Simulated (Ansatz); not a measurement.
**C2H6ClNSi: up Jacob's ladder to CCSD(T)**

Aim: compute C2H6ClNSi with functionals from several rungs and with coupled cluster. The yardstick is the atomisation energy at the CCSD(T) limit.

Program: Ansatz 0.2.0, Gaussian basis. Level of theory: functionals in def2-TZVPP, the program's frozen cores in correlated methods. These are calculated values, not measurements.

Plan: PBE-D4, r2SCAN-D4, PBE0-D4, B3LYP-D4, ωB97X-V, ωB97M-V, B2PLYP; CCSD(T)/def2-TZVPP; MP2/def2-QZVPP; extrapolation to the limit.

### Step 1. The relaxed structure

An earlier PBE0-D4 in a triple-zeta def2 set relaxation fixed the geometry.

SMILES `N/C=C/[SiH2]Cl`, 11 atoms, charge 0, spin multiplicity 1.

Atoms are counted from 1 here; the program's logs count them from 0.

Bond lengths: N1–C2 1.359 Å, N1–H6 1.003 Å, N1–H7 1.005 Å, C2–C3 1.346 Å, C2–H8 1.088 Å, C3–Si4 1.819 Å, C3–H9 1.088 Å, Si4–Cl5 2.074 Å, Si4–H10 1.484 Å, Si4–H11 1.486 Å. Angles: C2–N1–H6 119.3°, C2–N1–H7 119.1°, H6–N1–H7 116.2°, N1–C2–C3 126.9°, N1–C2–H8 113.3°, C3–C2–H8 119.8°, C2–C3–Si4 120.6°, C2–C3–H9 118.8°, Si4–C3–H9 120.6°, C3–Si4–Cl5 112.3°, C3–Si4–H10 113.4°, C3–Si4–H11 109.0°, Cl5–Si4–H10 104.6°, Cl5–Si4–H11 107.1°, H10–Si4–H11 110.3°.

### Step 2. PBE-D4 (GGA)

The input, in.yaml:

```yaml
crystal:
  periodic: [false, false, false]
  atoms:
    - {symbol: N, position_ang: [-1.078413, 0.933306, 1.706358]}
    - {symbol: C, position_ang: [-0.619518, 0.121897, 0.718067]}
    - {symbol: C, position_ang: [0.304616, 0.425283, -0.212803]}
    - {symbol: Si, position_ang: [0.744935, -0.775183, -1.506288]}
    - {symbol: Cl, position_ang: [2.681539, -1.486866, -1.291621]}
    - {symbol: H, position_ang: [-1.598615, 0.536453, 2.466303]}
    - {symbol: H, position_ang: [-0.590780, 1.790275, 1.901376]}
    - {symbol: H, position_ang: [-1.106879, -0.850805, 0.699612]}
    - {symbol: H, position_ang: [0.785345, 1.401131, -0.174921]}
    - {symbol: H, position_ang: [0.706726, -0.205785, -2.875636]}
    - {symbol: H, position_ang: [-0.163556, -1.946707, -1.409747]}
basis:
  gaussian: {orbitals: def2-TZVPP}
hamiltonian: {xc: pbe, dispersion: d4}
output: {forces: true, orbitals: {seedname: orbitals}}
```

Run with:

```bash
$ ansatz run in.yaml --threads 4 --pin off --events-out ev --progress --plain --max-ram 10444MiB
```

After this run come: r2SCAN-D4 (meta-GGA); PBE0-D4 (hybrid); B3LYP-D4 (hybrid); ωB97X-V (range-separated); ωB97M-V (range-separated); B2PLYP (double hybrid); CCSD(T) in def2-TZVPP; MP2 in def2-QZVPP.

**Question.** What will the summary of the whole plan be? Wanted: atomisation energy, CCSD(T)/CBS; farthest; mean size of error, hybrid; mean size of error, range-separated; gap, smallest and largest; T1 diagnostic; triples share of the correlation energy.

As calculated:

| quantity | value |
| --- | --- |
| atomisation energy, CCSD(T)/CBS | 968.0 kcal/mol |
| functionals within 4.8 kcal/mol (0.5 %) | r2SCAN-D4, B3LYP-D4 |
| farthest | PBE-D4 (+22.1 kcal/mol) |
| mean size of error, hybrid | 4.2 kcal/mol |
| mean size of error, range-separated | 5.5 kcal/mol |
| gap, smallest and largest | 4.50 eV (PBE-D4), 10.94 eV (ωB97X-V) |
| T1 diagnostic | 0.0115 |
| triples share of the correlation energy | 4.2 % |

PBE-D4 is off by +22.1 kcal/mol. Double hybrids carry the basis error of their MP2 part in triple zeta, and no dispersion term here, so their miss is partly the set-up's. Misses under about 4.8 kcal/mol are within the doubt on the reference itself, which lacks core-valence correlation, relativity and higher excitations. Hartree-Fock recovers 73 % of the binding; the rest is correlation. Orbital gaps span 4.5 to 10.9 eV; exact exchange widens them.
